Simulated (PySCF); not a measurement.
# C₂H₇FGe: NMR shieldings, spin-spin couplings, relativistic core levels, part 2 of 2

PySCF 2.14.0. Atoms count from 0.

### 7 NMR shieldings: PBE/pcJ-1 Ge:dyall-v2z, spin-free

Job settings and geometry (Å):

```
{"job": {"kind": "hnmr", "xc": "PBE", "basis": {"default": "pcJ-1", "Ge": "dyall-v2z"}, "rel": "sf"}, "charge": 0, "multiplicity": 1}
C     -1.436094    -0.258598    -0.051270
C     -0.240403     0.671004    -0.005024
F     -0.261323     1.386262     1.190770
Ge     1.522043    -0.258284    -0.041191
H     -2.365547     0.302030     0.034414
H     -1.432827    -0.802046    -0.993674
H     -1.384869    -0.973058     0.768486
H     -0.313309     1.429346    -0.792866
H      1.721349    -0.955188    -1.348502
H      2.621271     0.729335     0.157103
H      1.575133    -1.268133     1.055790
```

Level: PBE/pcJ-1 Ge:dyall-v2z GIAO NMR shielding, spin-free X2C, Gaussian nuclei, gas phase.

The log of the run:

```text
spin-free SCF
coarse grid: 40384 points
cycle   1  E = -2278.6363557946  dE =  8.071e-02  |g| = 7.647e-01  |ddm| = 2.441e+00
cycle   2  E = -2278.4969567768  dE =  1.394e-01  |g| = 1.326e+00  |ddm| = 1.299e+00
cycle   3  E = -2278.7056348562  dE = -2.087e-01  |g| = 1.272e-01  |ddm| = 9.273e-01
cycle   4  E = -2278.7064580313  dE = -8.232e-04  |g| = 1.157e-01  |ddm| = 1.559e-01
cycle   5  E = -2278.7085856646  dE = -2.128e-03  |g| = 1.326e-02  |ddm| = 7.229e-02
cycle   6  E = -2278.7086141853  dE = -2.852e-05  |g| = 7.034e-03  |ddm| = 1.598e-02
cycle   7  E = -2278.7086238402  dE = -9.655e-06  |g| = 1.195e-03  |ddm| = 5.065e-03
final grid: 84664 points
cycle   8  E = -2278.7087996753  dE =  1.615e-07  |g| = 2.129e-03  |ddm| = 2.806e-03
cycle   9  E = -2278.7087987501  dE =  9.252e-07  |g| = 3.366e-03  |ddm| = 3.236e-03
cycle  10  E = -2278.7088003476  dE = -1.597e-06  |g| = 2.787e-04  |ddm| = 1.805e-03
cycle  11  E = -2278.7088003480  dE = -4.229e-10  |g| = 2.102e-04  |ddm| = 3.090e-04
cycle  12  E = -2278.7088003558  dE = -7.818e-09  |g| = 6.712e-05  |ddm| = 1.634e-04
converged SCF energy = -2278.7088003558
check of the scalar solution
cycle   1  E = -2278.7088003559  dE = -2.279e+03  |FDS-SDF| = 6.712e-05
cycle   2  E = -2278.7088003536  dE =  2.226e-09  |FDS-SDF| = 1.359e-04
cycle   3  E = -2278.7088003567  dE = -3.068e-09  |FDS-SDF| = 9.512e-06
converged, E = -2278.7088003567

Field gradients (au) and densities at the nuclei (bohr^-3)
atom        Vxx        Vyy        Vzz        centre      nuclear mean
  0 C     -0.0204    -0.0460     0.0663        126.046        126.044
  1 C     -0.2295    -0.2849     0.5144        126.120        126.118
  2 F     -1.4322    -1.5252     2.9574        450.259        450.239
  3 Ge    -0.1443    -0.2109     0.3552      29278.822      29249.350
  4 H     -0.1472    -0.1552     0.3024          0.485          0.485
  5 H     -0.1471    -0.1576     0.3047          0.485          0.485
  6 H     -0.1457    -0.1557     0.3014          0.486          0.486
  7 H     -0.1300    -0.1517     0.2817          0.492          0.492
  8 H     -0.0815    -0.0833     0.1648          0.430          0.430
  9 H     -0.0827    -0.0845     0.1672          0.429          0.429
 10 H     -0.0820    -0.0845     0.1666          0.429          0.429
without picture change
  3 Ge                           0.3674                     45070.066

Core orbital energies (eV)
atom   shell        mean    spread
  3 Ge 1s       -10948.315   0.000
  3 Ge 2s        -1369.529   0.000
  3 Ge 3s         -167.493   0.000
  3 Ge 4s          -15.179   0.000
  3 Ge 2p        -1196.648   0.005
  3 Ge 3p         -114.688   0.010
  3 Ge 3d          -28.536   0.107

Shielding tensors (ppm)
atom      isotropic    diamagn.    paramagn.     s11        s22        s33       span
  0 C       158.36      249.20      -90.84     141.61     151.88     181.59      39.97
  1 C        83.64      241.33     -157.69      33.74      64.80     152.37     118.63
  2 F       375.69      474.24      -98.55     333.85     377.67     415.55      81.70
  3 Ge     1535.00     2768.06    -1233.06    1431.22    1516.80    1656.97     225.75
  4 H        29.73       28.98        0.76      25.74      27.18      36.28      10.54
  5 H        30.43       29.83        0.60      26.18      29.11      36.01       9.83
  6 H        30.01       30.07       -0.06      26.06      29.65      34.33       8.27
  7 H        26.01       29.10       -3.09      24.05      25.47      28.50       4.45
  8 H        27.86       28.84       -0.98      21.34      22.79      39.46      18.13
  9 H        27.70       28.66       -0.96      21.20      22.45      39.46      18.26
 10 H        28.02       29.03       -1.01      21.88      23.39      38.79      16.92
```

Run time: 31 s. Hardware: 1 thread of Arm Neoverse N1, shared host; peak memory 0.95 GiB.

### 8 Spin-spin couplings: PBE/pcJ-1 Ge:dyall-v2z, spin-free

The job, as its differences from that of step 7:

```diff
@@ -1,2 +1,2 @@
-{"job": {"kind": "hnmr", "xc": "PBE", "basis": {"default": "pcJ-1", "Ge": "dyall-v2z"}, "rel": "sf"}, "charge": 0, "multiplicity": 1}
+{"job": {"kind": "hj", "xc": "PBE", "basis": {"default": "pcJ-1", "Ge": "dyall-v2z"}, "rel": "sf", "atoms": [3]}, "charge": 0, "multiplicity": 1}
 C     -1.436094    -0.258598    -0.051270
```

Method: PBE/pcJ-1 Ge:dyall-v2z indirect spin-spin coupling, X2C without spin-orbit coupling, Gaussian nuclei, gas phase.

The log of the run:

```text
spin-free SCF
coarse grid: 40384 points
cycle   1  E = -2278.6363557946  dE =  8.071e-02  |g| = 7.647e-01  |ddm| = 2.441e+00
cycle   2  E = -2278.4969567768  dE =  1.394e-01  |g| = 1.326e+00  |ddm| = 1.299e+00
cycle   3  E = -2278.7056348562  dE = -2.087e-01  |g| = 1.272e-01  |ddm| = 9.273e-01
cycle   4  E = -2278.7064580313  dE = -8.232e-04  |g| = 1.157e-01  |ddm| = 1.559e-01
cycle   5  E = -2278.7085856646  dE = -2.128e-03  |g| = 1.326e-02  |ddm| = 7.229e-02
cycle   6  E = -2278.7086141853  dE = -2.852e-05  |g| = 7.034e-03  |ddm| = 1.598e-02
cycle   7  E = -2278.7086238402  dE = -9.655e-06  |g| = 1.195e-03  |ddm| = 5.065e-03
final grid: 84664 points
cycle   8  E = -2278.7087996753  dE =  1.615e-07  |g| = 2.129e-03  |ddm| = 2.806e-03
cycle   9  E = -2278.7087987501  dE =  9.252e-07  |g| = 3.366e-03  |ddm| = 3.236e-03
cycle  10  E = -2278.7088003476  dE = -1.597e-06  |g| = 2.787e-04  |ddm| = 1.805e-03
cycle  11  E = -2278.7088003480  dE = -4.229e-10  |g| = 2.102e-04  |ddm| = 3.090e-04
cycle  12  E = -2278.7088003558  dE = -7.818e-09  |g| = 6.712e-05  |ddm| = 1.634e-04
converged SCF energy = -2278.7088003558
two-component SCF
cycle   1  E = -2278.7088003556  dE = -2.279e+03  |FDS-SDF| = 6.712e-05
cycle   2  E = -2278.7088003534  dE =  2.223e-09  |FDS-SDF| = 1.359e-04
cycle   3  E = -2278.7088003564  dE = -3.020e-09  |FDS-SDF| = 9.512e-06
converged, E = -2278.7088003564

Indirect spin-spin couplings
  i        j     bonds      J/Hz   K/1e19 T2/J   anisotropy/Hz
  3  73Ge   0  13C    2       -1.50       14.19        -0.7
  3  73Ge   1  13C    1      -18.24      172.56       -30.6
  3  73Ge   2  19F    2      -11.73       29.66       -63.3
  3  73Ge   4   1H    3       -8.93       21.24        -1.7
  3  73Ge   5   1H    3       -0.21        0.49        -0.5
  3  73Ge   6   1H    3       -2.94        7.01        -0.6
  3  73Ge   7   1H    2       -3.59        8.54        -3.4
  3  73Ge   8   1H    1      -77.90      185.34       -13.6
  3  73Ge   9   1H    1      -88.13      209.68       -13.1
  3  73Ge  10   1H    1      -86.69      206.26       -12.8
```

It took 46 s on 1 thread of Arm Neoverse N1, shared host; peak memory 0.82 GiB.

### 9 Relativistic core levels: PBE/pcJ-1 Ge:dyall-v2z, spin-free

The job, as its differences from that of step 8:

```diff
@@ -1,2 +1,2 @@
-{"job": {"kind": "hj", "xc": "PBE", "basis": {"default": "pcJ-1", "Ge": "dyall-v2z"}, "rel": "sf", "atoms": [3]}, "charge": 0, "multiplicity": 1}
+{"job": {"kind": "hxps", "xc": "PBE", "basis": {"default": "pcJ-1", "Ge": "dyall-v2z"}, "rel": "sf", "holes": [[3, "2p"]]}, "charge": 0, "multiplicity": 1}
 C     -1.436094    -0.258598    -0.051270
```

Method: PBE/pcJ-1 Ge:dyall-v2z core ionisation, delta-SCF with one localised hole, spin-free X2C, Gaussian nuclei, gas phase.

The log of the run:

```text
spin-free SCF
coarse grid: 40384 points
cycle   1  E = -2278.6363557946  dE =  8.071e-02  |g| = 7.647e-01  |ddm| = 2.441e+00
cycle   2  E = -2278.4969567768  dE =  1.394e-01  |g| = 1.326e+00  |ddm| = 1.299e+00
cycle   3  E = -2278.7056348562  dE = -2.087e-01  |g| = 1.272e-01  |ddm| = 9.273e-01
cycle   4  E = -2278.7064580313  dE = -8.232e-04  |g| = 1.157e-01  |ddm| = 1.559e-01
cycle   5  E = -2278.7085856646  dE = -2.128e-03  |g| = 1.326e-02  |ddm| = 7.229e-02
cycle   6  E = -2278.7086141853  dE = -2.852e-05  |g| = 7.034e-03  |ddm| = 1.598e-02
cycle   7  E = -2278.7086238402  dE = -9.655e-06  |g| = 1.195e-03  |ddm| = 5.065e-03
final grid: 84664 points
cycle   8  E = -2278.7087996753  dE =  1.615e-07  |g| = 2.129e-03  |ddm| = 2.806e-03
cycle   9  E = -2278.7087987501  dE =  9.252e-07  |g| = 3.366e-03  |ddm| = 3.236e-03
cycle  10  E = -2278.7088003476  dE = -1.597e-06  |g| = 2.787e-04  |ddm| = 1.805e-03
cycle  11  E = -2278.7088003480  dE = -4.229e-10  |g| = 2.102e-04  |ddm| = 3.090e-04
cycle  12  E = -2278.7088003558  dE = -7.818e-09  |g| = 6.712e-05  |ddm| = 1.634e-04
converged SCF energy = -2278.7088003558
two-component SCF
cycle   1  E = -2278.7088003556  dE = -2.279e+03  |FDS-SDF| = 6.712e-05
cycle   2  E = -2278.7088003534  dE =  2.223e-09  |FDS-SDF| = 1.359e-04
cycle   3  E = -2278.7088003564  dE = -3.020e-09  |FDS-SDF| = 9.512e-06
converged, E = -2278.7088003564

Field gradients (au) and densities at the nuclei (bohr^-3)
atom        Vxx        Vyy        Vzz        centre      nuclear mean
  0 C     -0.0204    -0.0460     0.0663        126.046        126.044
  1 C     -0.2295    -0.2849     0.5144        126.120        126.118
  2 F     -1.4322    -1.5252     2.9574        450.259        450.239
  3 Ge    -0.1443    -0.2109     0.3552      29278.822      29249.350
  4 H     -0.1472    -0.1552     0.3024          0.485          0.485
  5 H     -0.1471    -0.1576     0.3047          0.485          0.485
  6 H     -0.1457    -0.1557     0.3014          0.486          0.486
  7 H     -0.1300    -0.1517     0.2817          0.492          0.492
  8 H     -0.0815    -0.0833     0.1648          0.430          0.430
  9 H     -0.0827    -0.0845     0.1672          0.429          0.429
 10 H     -0.0820    -0.0845     0.1666          0.429          0.429
without picture change
  3 Ge                           0.3674                     45070.066

Core orbital energies (eV)
atom   shell        mean    spread
  3 Ge 1s       -10948.315   0.000
  3 Ge 2s        -1369.529   0.000
  3 Ge 3s         -167.493   0.000
  3 Ge 4s          -15.179   0.000
  3 Ge 2p1/2     -1196.651   0.000
  3 Ge 2p3/2     -1196.647   0.002
  3 Ge 3p1/2      -114.694   0.000
  3 Ge 3p3/2      -114.685   0.002
  3 Ge 3d3/2       -28.582   0.006
  3 Ge 3d5/2       -28.506   0.081

hole in 2p3/2 of atom 3
cycle   1  E = -2232.4330303317  dE = -2.232e+03  |FDS-SDF| = 6.685e+00
cycle   2  E = -2231.5500761536  dE =  8.830e-01  |FDS-SDF| = 6.860e+00
cycle   3  E = -2233.4587146381  dE = -1.909e+00  |FDS-SDF| = 1.055e+00
cycle   4  E = -2233.5048327199  dE = -4.612e-02  |FDS-SDF| = 5.391e-01
cycle   5  E = -2233.5504930365  dE = -4.566e-02  |FDS-SDF| = 1.616e-01
cycle   6  E = -2233.5534247143  dE = -2.932e-03  |FDS-SDF| = 4.898e-02
cycle   7  E = -2233.5539891068  dE = -5.644e-04  |FDS-SDF| = 1.159e-02
cycle   8  E = -2233.5540218938  dE = -3.279e-05  |FDS-SDF| = 2.616e-03
cycle   9  E = -2233.5540235291  dE = -1.635e-06  |FDS-SDF| = 9.252e-04
cycle  10  E = -2233.5540237313  dE = -2.022e-07  |FDS-SDF| = 9.695e-05
cycle  11  E = -2233.5540237332  dE = -1.955e-09  |FDS-SDF| = 2.378e-05
converged, E = -2233.5540237332

Core binding energies (eV)
atom   line    delta-SCF   -orbital   splitting
  3 Ge 2p       1228.725    1196.65         -
```

It took 44 s on 1 thread of Arm Neoverse N1, shared host; peak memory 0.82 GiB.

### 10 Relativistic core levels: PBE/pcJ-1 Ge:dyall-v2z, non-relativistic

The job, as its differences from that of step 9:

```diff
@@ -1,2 +1,2 @@
-{"job": {"kind": "hxps", "xc": "PBE", "basis": {"default": "pcJ-1", "Ge": "dyall-v2z"}, "rel": "sf", "holes": [[3, "2p"]]}, "charge": 0, "multiplicity": 1}
+{"job": {"kind": "hxps", "xc": "PBE", "basis": {"default": "pcJ-1", "Ge": "dyall-v2z"}, "rel": "nr", "holes": [[3, "2p"]]}, "charge": 0, "multiplicity": 1}
 C     -1.436094    -0.258598    -0.051270
```

Method: PBE/pcJ-1 Ge:dyall-v2z core ionisation, delta-SCF with one localised hole, non-relativistic, Gaussian nuclei, gas phase.

The log of the run:

```text
non-relativistic SCF
coarse grid: 40384 points
cycle   1  E = -2256.6259932206  dE = -1.271e+01  |g| = 2.234e+00  |ddm| = 2.476e+00
cycle   2  E = -2256.4206856077  dE =  2.053e-01  |g| = 2.109e+00  |ddm| = 1.388e+00
cycle   3  E = -2256.6834696565  dE = -2.628e-01  |g| = 8.266e-01  |ddm| = 1.301e+00
cycle   4  E = -2256.7401140793  dE = -5.664e-02  |g| = 1.911e-01  |ddm| = 4.730e-01
cycle   5  E = -2256.7452888992  dE = -5.175e-03  |g| = 5.085e-02  |ddm| = 1.439e-01
cycle   6  E = -2256.7456285562  dE = -3.397e-04  |g| = 1.272e-02  |ddm| = 3.503e-02
cycle   7  E = -2256.7456615941  dE = -3.304e-05  |g| = 3.588e-03  |ddm| = 1.204e-02
cycle   8  E = -2256.7456645109  dE = -2.917e-06  |g| = 6.579e-04  |ddm| = 3.312e-03
final grid: 84664 points
cycle   9  E = -2256.7456860504  dE =  7.749e-08  |g| = 1.158e-03  |ddm| = 2.084e-03
cycle  10  E = -2256.7456854495  dE =  6.009e-07  |g| = 2.331e-03  |ddm| = 2.222e-03
cycle  11  E = -2256.7456862961  dE = -8.467e-07  |g| = 1.770e-04  |ddm| = 1.308e-03
cycle  12  E = -2256.7456863036  dE = -7.425e-09  |g| = 6.817e-05  |ddm| = 1.964e-04
converged SCF energy = -2256.7456863036
two-component SCF
cycle   1  E = -2256.7456863036  dE = -2.257e+03  |FDS-SDF| = 6.817e-05
cycle   2  E = -2256.7456863027  dE =  8.768e-10  |FDS-SDF| = 1.150e-04
cycle   3  E = -2256.7456863039  dE = -1.222e-09  |FDS-SDF| = 1.265e-05
converged, E = -2256.7456863039

Field gradients (au) and densities at the nuclei (bohr^-3)
atom        Vxx        Vyy        Vzz        centre      nuclear mean
  0 C     -0.0199    -0.0460     0.0659        125.466        125.464
  1 C     -0.2317    -0.2864     0.5181        125.536        125.534
  2 F     -1.4336    -1.5182     2.9518        445.464        445.438
  3 Ge    -0.1380    -0.2036     0.3415      22244.985      22231.130
  4 H     -0.1473    -0.1553     0.3026          0.485          0.485
  5 H     -0.1472    -0.1577     0.3049          0.485          0.485
  6 H     -0.1457    -0.1558     0.3015          0.486          0.486
  7 H     -0.1300    -0.1519     0.2819          0.492          0.492
  8 H     -0.0834    -0.0851     0.1685          0.432          0.432
  9 H     -0.0846    -0.0863     0.1709          0.432          0.432
 10 H     -0.0839    -0.0864     0.1703          0.432          0.432

Core orbital energies (eV)
atom   shell        mean    spread
  3 Ge 1s       -10801.804   0.000
  3 Ge 2s        -1336.007   0.000
  3 Ge 3s         -162.035   0.000
  3 Ge 4s          -15.011   0.000
  3 Ge 2p1/2     -1189.281   0.000
  3 Ge 2p3/2     -1189.277   0.002
  3 Ge 3p1/2      -113.476   0.000
  3 Ge 3p3/2      -113.467   0.002
  3 Ge 3d3/2       -29.368   0.007
  3 Ge 3d5/2       -29.295   0.076

hole in 2p3/2 of atom 3
cycle   1  E = -2210.7620795449  dE = -2.211e+03  |FDS-SDF| = 6.618e+00
cycle   2  E = -2209.9265033159  dE =  8.356e-01  |FDS-SDF| = 6.755e+00
cycle   3  E = -2211.7811177061  dE = -1.855e+00  |FDS-SDF| = 1.014e+00
cycle   4  E = -2211.8228735089  dE = -4.176e-02  |FDS-SDF| = 5.319e-01
cycle   5  E = -2211.8679095488  dE = -4.504e-02  |FDS-SDF| = 1.520e-01
cycle   6  E = -2211.8704616082  dE = -2.552e-03  |FDS-SDF| = 4.824e-02
cycle   7  E = -2211.8710091678  dE = -5.476e-04  |FDS-SDF| = 1.114e-02
cycle   8  E = -2211.8710397023  dE = -3.053e-05  |FDS-SDF| = 2.419e-03
cycle   9  E = -2211.8710410737  dE = -1.371e-06  |FDS-SDF| = 8.873e-04
cycle  10  E = -2211.8710412603  dE = -1.866e-07  |FDS-SDF| = 8.932e-05
cycle  11  E = -2211.8710412619  dE = -1.673e-09  |FDS-SDF| = 2.257e-05
converged, E = -2211.8710412619

Core binding energies (eV)
atom   line    delta-SCF   -orbital   splitting
  3 Ge 2p       1221.102    1189.28         -
```

It took 36 s on 1 thread of Arm Neoverse N1, shared host; peak memory 0.82 GiB.

### 11 Shieldings side by side

| run | Ge3 | F2 | C1 | C0 | H9 | H8 | H10 | time |
| --- | --- | --- | --- | --- | --- | --- | --- | --- |
| step 2, PBE/pcJ-1 Ge:dyall-v2z, spin–orbit | 1724.6 | 380.2 | 87.0 | 159.4 | 27.8 | 27.9 | 28.2 | 68 s |
| step 5, PBE/pcJ-1 Ge:dyall-v2z, non-relativistic | 1534.4 | 378.5 | 85.2 | 158.4 | 27.9 | 28.0 | 28.2 | 23 s |
| step 7, PBE/pcJ-1 Ge:dyall-v2z, spin-free | 1535.0 | 375.7 | 83.6 | 158.4 | 27.7 | 27.9 | 28.0 | 31 s |

### 12 Summary of results

The summary covers parts 1 to 2.

| quantity | value |
| --- | --- |
| energy from spin-orbit coupling (step 2, PBE/pcJ-1 Ge:dyall-v2z, spin–orbit) | -0.0431 Eh |
| shieldings (step 2, PBE/pcJ-1 Ge:dyall-v2z, spin–orbit) | C0 159.4, C1 87.0, F2 380.2, Ge3 1724.6 ppm |
| energy from spin-orbit coupling (step 3, PBE/pcJ-1 Ge:dyall-v2z, spin–orbit) | -0.0431 Eh |
| largest reduced coupling (step 3, PBE/pcJ-1 Ge:dyall-v2z, spin–orbit) | Ge3–H9: J = -87.5 Hz, K = 208·10¹⁹ T²/J |
| Ge3 2p3/2 binding energy (step 4, PBE/pcJ-1 Ge:dyall-v2z, spin–orbit) | 1218.6 eV, 2p1/2 1250.1 eV |
| energy from spin-orbit coupling (step 4, PBE/pcJ-1 Ge:dyall-v2z, spin–orbit) | -0.0431 Eh |
| shieldings (step 5, PBE/pcJ-1 Ge:dyall-v2z, non-relativistic) | C0 158.4, C1 85.2, F2 378.5, Ge3 1534.4 ppm |
| largest reduced coupling (step 6, PBE/pcJ-1 Ge:dyall-v2z, non-relativistic) | Ge3–H9: J = -79.9 Hz, K = 190·10¹⁹ T²/J |
| shieldings (step 7, PBE/pcJ-1 Ge:dyall-v2z, spin-free) | C0 158.4, C1 83.6, F2 375.7, Ge3 1535.0 ppm |
| largest reduced coupling (step 8, PBE/pcJ-1 Ge:dyall-v2z, spin-free) | Ge3–H9: J = -88.1 Hz, K = 210·10¹⁹ T²/J |
| Ge3 2p binding energy (step 9, PBE/pcJ-1 Ge:dyall-v2z, spin-free) | 1228.7 eV |
| Ge3 2p binding energy (step 10, PBE/pcJ-1 Ge:dyall-v2z, non-relativistic) | 1221.1 eV |

What this shows: In step 2, Ge3 has the widest tensor, 227 ppm. Ge3 moves most between the runs, by 190 ppm; the labels say what changes from run to run.
